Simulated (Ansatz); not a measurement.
# C₇H₁₀F₃GaO₂: one species, many methods

One table from this session's results is given with a row withheld; the runs are named, their logs left out.

Method: functionals in def2-TZVPP, the program's frozen cores in correlated methods; program: Ansatz 0.2.0, Gaussian basis.

Levels to be run: LDA (SPW92), PBE-D4, revPBE-D4, BLYP-D4, r2SCAN-D4, B97M-V, PBE0-D4, B3LYP-D4, r2SCANh-D4, r2SCAN0-D4, HSE06-D4, BHLYP-D4, CAM-B3LYP-D4, LC-ωPBE, ωB97X-V, ωB97M-V, B2PLYP, PBE-QIDH; CCSD(T)/def2-SVP; CCSD(T)/def2-TZVPP; MP2/def2-QZVPP; extrapolation to the limit; RPA on PBE.

## The relaxed structure

The geometry comes from an earlier relaxation with PBE0-D4 in a triple-zeta def2 set; it is a stationary point, not always the lowest conformer.

23 atoms, charge 0, spin multiplicity 1.

Atoms are counted from 1 here; the program's logs count them from 0.

Bond lengths: C1–C2 1.494 Å, C1–H14 1.093 Å, C1–H15 1.088 Å, C1–H16 1.093 Å, C2–C3 1.408 Å, C2–O13 1.260 Å, C3–C4 1.382 Å, C3–H17 1.078 Å, C4–C5 1.536 Å, C4–O9 1.260 Å, C5–F6 1.332 Å, C5–F7 1.335 Å, C5–F8 1.332 Å, O9–Ga10 1.973 Å, Ga10–C11 1.959 Å, Ga10–C12 1.960 Å, Ga10–O13 1.975 Å, C11–H18 1.092 Å and more. Angles: C2–C1–H14 108.9°, C2–C1–H15 112.6°, C2–C1–H16 108.9°, H14–C1–H15 109.6°, H14–C1–H16 107.0°, H15–C1–H16 109.6°, C1–C2–C3 119.3°, C1–C2–O13 115.9°, C3–C2–O13 124.8°, C2–C3–C4 123.3°, C2–C3–H17 118.3°, C4–C3–H17 118.4°, C3–C4–C5 118.8°, C3–C4–O9 128.7°, C5–C4–O9 112.5°, C4–C5–F6 110.1°, C4–C5–F7 112.8°, C4–C5–F8 110.1° and more.

The first run:

in.yaml reads:

```yaml
crystal:
  periodic: [false, false, false]
  atoms:
    - {symbol: C, position_ang: [-1.520951, -2.372386, 1.315917]}
    - {symbol: C, position_ang: [-0.862596, -1.202320, 0.659384]}
    - {symbol: C, position_ang: [-1.659881, -0.225169, 0.032587]}
    - {symbol: C, position_ang: [-1.138516, 0.887364, -0.599491]}
    - {symbol: C, position_ang: [-2.103283, 1.888489, -1.251672]}
    - {symbol: F, position_ang: [-1.954901, 3.092292, -0.700074]}
    - {symbol: F, position_ang: [-3.383468, 1.534917, -1.120324]}
    - {symbol: F, position_ang: [-1.841799, 1.994248, -2.553838]}
    - {symbol: O, position_ang: [0.067906, 1.225281, -0.730536]}
    - {symbol: Ga, position_ang: [1.601078, 0.203167, -0.025193]}
    - {symbol: C, position_ang: [2.485302, -0.612902, -1.571724]}
    - {symbol: C, position_ang: [2.286540, 1.214437, 1.506932]}
    - {symbol: O, position_ang: [0.396061, -1.174958, 0.716285]}
    - {symbol: H, position_ang: [-1.144766, -3.291568, 0.860383]}
    - {symbol: H, position_ang: [-2.605787, -2.341735, 1.235430]}
    - {symbol: H, position_ang: [-1.231201, -2.396302, 2.369172]}
    - {symbol: H, position_ang: [-2.730627, -0.352412, 0.046120]}
    - {symbol: H, position_ang: [3.201489, -1.374950, -1.256365]}
    - {symbol: H, position_ang: [3.027785, 0.136300, -2.152408]}
    - {symbol: H, position_ang: [1.750889, -1.084727, -2.227460]}
    - {symbol: H, position_ang: [1.467670, 1.518661, 2.161833]}
    - {symbol: H, position_ang: [2.811481, 2.114153, 1.178705]}
    - {symbol: H, position_ang: [2.986376, 0.613119, 2.091537]}
basis:
  gaussian: {orbitals: def2-TZVPP}
hamiltonian: {xc: lda}
output: {orbitals: {seedname: orbitals}}
```

Run with:

```console
> ansatz run in.yaml --threads 11 --pin off --events-out ev --progress --plain --max-ram 120832MiB --backend cuda --devices 0, --max-vram 75GiB
```

Among the steps run: LDA; PBE-D4 (GGA); revPBE-D4 (GGA); BLYP-D4 (GGA); r2SCAN-D4 (meta-GGA); B97M-V (meta-GGA); B3LYP-D4 (hybrid); r2SCANh-D4 (hybrid); r2SCAN0-D4 (hybrid); HSE06-D4 (hybrid); BHLYP-D4 (hybrid); CAM-B3LYP-D4 (range-separated); LC-ωPBE (range-separated); ωB97X-V (range-separated); ωB97M-V (range-separated); B2PLYP (double hybrid); PBE-QIDH (double hybrid).

One of the session's tables, all rows but one given; the rest of the session is left out.

It belongs to the step «Orbital energies across the functionals». 

| functional | HOMO (eV) | LUMO (eV) | gap (eV) |
| --- | --- | --- | --- |
| LDA (SPW92) | -6.24 | -3.37 | 2.87 |
| PBE-D4 | -6.04 | -3.10 | 2.94 |
| revPBE-D4 | -5.97 | -2.99 | 2.98 |
| BLYP-D4 | -5.90 | -2.97 | 2.93 |
| r2SCAN-D4 | -6.28 | -3.01 | 3.27 |
| B97M-V | ? | ? | ? |
| PBE0-D4 | -7.19 | -2.27 | 4.93 |
| B3LYP-D4 | -6.99 | -2.48 | 4.51 |
| r2SCANh-D4 | -6.71 | -2.70 | 4.02 |
| r2SCAN0-D4 | -7.37 | -2.22 | 5.15 |
| HSE06-D4 | -6.80 | -2.65 | 4.15 |
| BHLYP-D4 | -8.25 | -1.27 | 6.98 |
| CAM-B3LYP-D4 | -8.48 | -1.19 | 7.29 |
| LC-ωPBE | -9.75 | -0.11 | 9.64 |
| ωB97X-V | -9.42 | -0.12 | 9.30 |
| ωB97M-V | -9.32 | -0.17 | 9.15 |

Q: Estimate the row for B97M-V from the others.

As computed: HOMO (eV): -6.32; LUMO (eV): -2.91; gap (eV): 3.42. In the column «HOMO (eV)» it lies between r2SCANh-D4 (-6.71) and r2SCAN-D4 (-6.28).
